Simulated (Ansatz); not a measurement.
# Cl3H3O3W: up Jacob's ladder to CCSD(T)

An exercise on one series of results from a longer session: the logs are not shown, and one member is left open.

Method: functionals in def2-TZVPP, the program's frozen cores in correlated methods; program: Ansatz 0.2.0, Gaussian basis.

Plan: LDA (SPW92), PBE-D4, revPBE-D4, BLYP-D4, r2SCAN-D4, B97M-V, PBE0-D4, B3LYP-D4, r2SCANh-D4, r2SCAN0-D4, HSE06-D4, BHLYP-D4, CAM-B3LYP-D4, LC-ωPBE, ωB97X-V, ωB97M-V, B2PLYP, PBE-QIDH; CCSD(T)/def2-SVP; CCSD(T)/def2-TZVPP; MP2/def2-QZVPP; extrapolation to the limit; RPA on PBE.

## Structure used throughout

An earlier PBE0-D4 in a triple-zeta def2 set relaxation fixed the geometry. W takes the def2 core potential; no spin-orbit term is included.

SMILES `[OH][W]([OH])([OH])([Cl])([Cl])[Cl]`, 10 atoms, charge 0, spin multiplicity 1.

Atoms are counted from 1 here; the program's logs count them from 0.

Bond lengths: O1–W2 1.859 Å, O1–H8 0.962 Å, W2–O3 1.856 Å, W2–O4 1.856 Å, W2–Cl5 2.388 Å, W2–Cl6 2.360 Å, W2–Cl7 2.296 Å, O3–H9 0.961 Å, O4–H10 0.961 Å. Angles: W2–O1–H8 126.3°, O1–W2–O3 98.8°, O1–W2–O4 98.8°, O1–W2–Cl5 171.6°, O1–W2–Cl6 83.4°, O1–W2–Cl7 89.9°, O3–W2–O4 162.4°, O3–W2–Cl5 81.3°, O3–W2–Cl6 90.7°, O3–W2–Cl7 90.3°, O4–W2–Cl5 81.3°, O4–W2–Cl6 90.7°, O4–W2–Cl7 90.3°, Cl5–W2–Cl6 88.2°, Cl5–W2–Cl7 98.5°, Cl6–W2–Cl7 173.3°, W2–O3–H9 127.0°, W2–O4–H10 127.0°.

The first run:

Input file in.yaml:

```yaml
crystal:
  periodic: [false, false, false]
  atoms:
    - {symbol: O, position_ang: [-0.676504, -1.763011, -0.378251]}
    - {symbol: W, position_ang: [0.081102, -0.088302, -0.097817]}
    - {symbol: O, position_ang: [1.153544, -0.503132, 1.358502]}
    - {symbol: O, position_ang: [-0.776611, 0.841253, -1.455514]}
    - {symbol: Cl, position_ang: [0.782861, 2.120837, 0.476233]}
    - {symbol: Cl, position_ang: [-1.778595, 0.214818, 1.322604]}
    - {symbol: Cl, position_ang: [1.793318, -0.627353, -1.529770]}
    - {symbol: H, position_ang: [-1.487055, -2.095377, 0.018941]}
    - {symbol: H, position_ang: [1.658678, 0.111040, 1.898886]}
    - {symbol: H, position_ang: [-0.750725, 1.789226, -1.613814]}
basis:
  gaussian: {orbitals: def2-TZVPP}
hamiltonian: {xc: lda}
output: {orbitals: {seedname: orbitals}}
```

On the command line:

```bash
$ ansatz run in.yaml --threads 2 --pin off --events-out ev --progress --plain --max-ram 32768MiB --backend cuda --devices 0, --max-vram 18GiB
```

Steps of the session up to this table: LDA; PBE-D4 (GGA); revPBE-D4 (GGA); BLYP-D4 (GGA); r2SCAN-D4 (meta-GGA); B97M-V (meta-GGA); PBE0-D4 (hybrid); B3LYP-D4 (hybrid); r2SCANh-D4 (hybrid); r2SCAN0-D4 (hybrid); HSE06-D4 (hybrid); BHLYP-D4 (hybrid); CAM-B3LYP-D4 (range-separated); LC-ωPBE (range-separated); ωB97X-V (range-separated); ωB97M-V (range-separated); B2PLYP (double hybrid); PBE-QIDH (double hybrid).

One table of the session follows, with a row left open; its other results are not shown here.

It belongs to the step «Orbital energies across the functionals». 

| functional | HOMO (eV) | LUMO (eV) | gap (eV) |
| --- | --- | --- | --- |
| LDA (SPW92) | -7.38 | -5.01 | 2.37 |
| PBE-D4 | -7.21 | -4.81 | 2.40 |
| revPBE-D4 | -7.14 | -4.73 | 2.41 |
| BLYP-D4 | ? | ? | ? |
| r2SCAN-D4 | -7.58 | -4.88 | 2.70 |
| B97M-V | -7.66 | -4.87 | 2.79 |
| PBE0-D4 | -8.59 | -4.29 | 4.29 |
| B3LYP-D4 | -8.31 | -4.46 | 3.85 |
| r2SCANh-D4 | -8.08 | -4.67 | 3.41 |
| r2SCAN0-D4 | -8.84 | -4.32 | 4.51 |
| HSE06-D4 | -8.19 | -4.66 | 3.53 |
| BHLYP-D4 | -9.83 | -3.57 | 6.26 |
| CAM-B3LYP-D4 | -9.92 | -3.34 | 6.58 |
| LC-ωPBE | -11.32 | -2.31 | 9.01 |
| ωB97X-V | -10.95 | -2.35 | 8.59 |
| ωB97M-V | -10.78 | -2.35 | 8.43 |

Q: Estimate the row for BLYP-D4 from the others.

Worked estimate for «HOMO (eV)». Against the share of exact exchange, B3LYP-D4 (0.2, -8.31), BHLYP-D4 (0.5, -9.83) give a slope of -5.07 per unit share; at 0 the line stands at -7.30.

As computed: HOMO (eV): -7.04; LUMO (eV): -4.70; gap (eV): 2.35. In «HOMO (eV)» the line misses by -0.26.
